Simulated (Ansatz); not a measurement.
# SnSe: a tetragonal deformation path and further scans

One table from this session's results is given with a row withheld; the runs are named, their logs left out.

Computed with Ansatz 0.2.0 (DFT r2SCAN, scalar-relativistic, plane waves, PAW, unless a step's input says otherwise).

1 further run of the same task is left out (set aside as unsound or not needed). Runs told in other sessions of the task aren't counted.

## The structure to begin with

It takes space group Fm-3m (No. 225, cubic). The conventional cell has a = 6.020 Å, b = 6.020 Å, c = 6.020 Å, α = 90.00°, β = 90.00°, γ = 90.00°. Sn (site symmetry m-3m) is surrounded by 6 Se at 3.01 Å. Se (site symmetry m-3m) is surrounded by 6 Sn at 3.01 Å.

Coordinates:

```
CELL_PARAMETERS angstrom
0.00000 3.01000 3.01000
3.01000 0.00000 3.01000
3.01000 3.01000 0.00000
ATOMIC_POSITIONS crystal
Sn 0.00000 0.00000 0.00000
Se 0.50000 0.50000 0.50000
```

This cell was relaxed beforehand with the same method: volume 27.27 Å³/atom, gap on the mesh 0.46 eV.

Set-up of the first run:

File input.yaml:

```yaml
crystal:
  lattice:
    - [0.0, 3.01, 3.01]
    - [3.01, 0.0, 3.01]
    - [3.01, 3.01, 0.0]
  atoms:
    - { symbol: Sn, position: [0.0, 0.0, 0.0] }
    - { symbol: Se, position: [0.5, 0.5, 0.5] }
basis:
  ecutwfc: 500
kpoints:
  mp_grid: { grid: [12, 12, 12] }
hamiltonian:
  xc: r2scan
scf:
  occupations: { method: gaussian, width: 0.05 }
output:
  forces: true
  stress: true
  eigenvalues: true
  write_density: true
  write_potential: true
  elf: true
  volumetric_format: npy
```

Started as:

```sh
> ansatz run input.yaml --threads 1 --pin off --max-ram 2560MiB --backend cpu --events-out ev --progress --plain --runs-dir out
```

Among the steps run: The reference: the undisturbed cell on the scan's mesh; ρ = 0.707; At ρ = 1.414; Point ρ = 0.850; Point ρ = 1.200; ρ = 0.780.

One of the session's tables, all rows but one given; the rest of the session is left out.

The scan, with free energies counted from the undisturbed cell:

```
    ρ  ΔE (meV/atom)  pressure (GPa)
0.707          986.7            15.6
0.780              ?               ?
0.850          217.8             3.6
1.000            0.0             0.0
1.200          181.1             4.0
1.414          542.0            11.7
```

Estimate the missing values for ρ = 0.780.

Worked estimate for «ΔE (meV/atom)». A straight line through the neighbours (0.707, 986.7) and (0.850, 217.8) gives 986.7 + (217.8 − 986.7) × (0.780 − 0.707) / (0.850 − 0.707) = 594.2; a parabola fitted to 3 rows on both sides gives 525.7.

As computed: ΔE (meV/atom): 507.2; pressure (GPa): 7.5. In «ΔE (meV/atom)» the line misses by +87.0 and the parabola by +18.5.
